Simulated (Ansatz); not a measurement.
# Os4C: the cost of one run

Program: Ansatz 0.2.0. Level of theory: DFT PBE, scalar-relativistic, plane waves, PAW. These are calculated values, not measurements.

### Step 1. The starting structure

Symmetry: Fd-3m, No. 227, cubic system. The conventional cell has a = 9.174 Å, b = 9.174 Å, c = 9.174 Å, α = 90.00°, β = 90.00°, γ = 90.00°. Around Os (site symmetry 3m) lie 1 C at 2.00 Å. C (site symmetry -43m) has 4 Os at 2.00 Å as nearest neighbours.

As a file:

```xyz
10
Lattice="0.0000 4.5868 4.5868 4.5868 0.0000 4.5868 4.5868 4.5868 0.0000" Properties=species:S:1:pos:R:3 pbc="T T T"
Os    3.4504    3.4504    3.4504
Os    5.7232    5.7232    3.4504
Os    5.7232    3.4504    5.7232
Os    5.7438    5.7438    8.0166
Os    8.0166    8.0166    8.0166
Os    3.4504    5.7232    5.7232
Os    5.7438    8.0166    5.7438
Os    8.0166    5.7438    5.7438
C     0.0000    0.0000    0.0000
C     2.2934    2.2934    2.2934
```

The cell is invented: species swapped into a database cell of Ba4Rh (Fd-3m, No. 227), with Os on the Ba sites and C on the Rh sites. The dimensions are guesses.

### Step 2. Probe: one point on a coarse mesh

input.yaml

```yaml
crystal:
  lattice:
    - [0.0, 4.58680408, 4.58680408]
    - [4.58680408, 0.0, 4.58680408]
    - [4.58680408, 4.58680408, 0.0]
  atoms:
    - { symbol: Os, position: [0.37612599, 0.37612599, 0.37612599] }
    - { symbol: Os, position: [0.37612599, 0.37612599, 0.87162203] }
    - { symbol: Os, position: [0.37612599, 0.87162203, 0.37612599] }
    - { symbol: Os, position: [0.87387401, 0.87387401, 0.37837797] }
    - { symbol: Os, position: [0.87387401, 0.87387401, 0.87387401] }
    - { symbol: Os, position: [0.87162203, 0.37612599, 0.37612599] }
    - { symbol: Os, position: [0.87387401, 0.37837797, 0.87387401] }
    - { symbol: Os, position: [0.37837797, 0.87387401, 0.87387401] }
    - { symbol: C, position: [0.0, 0.0, 0.0] }
    - { symbol: C, position: [0.25, 0.25, 0.25] }
basis:
  ecutwfc: 420
kpoints:
  mp_grid: { grid: [4, 4, 4] }
hamiltonian:
  xc: pbe
scf:
  occupations: { method: gaussian, width: 0.1 }
  lower_state_search: "off"
output:
  forces: true
  stress: true
  eigenvalues: true
```

The run is started by

```console
$ ansatz run input.yaml --threads 1 --pin off --max-ram 2560MiB --backend cpu --events-out ev --progress --plain --runs-dir out
```

Q: Estimate wall time and peak memory on 1 thread of Intel Xeon Platinum 8488C (Sapphire Rapids), shared host.

About 4 s, with a peak of 0.49 GiB.
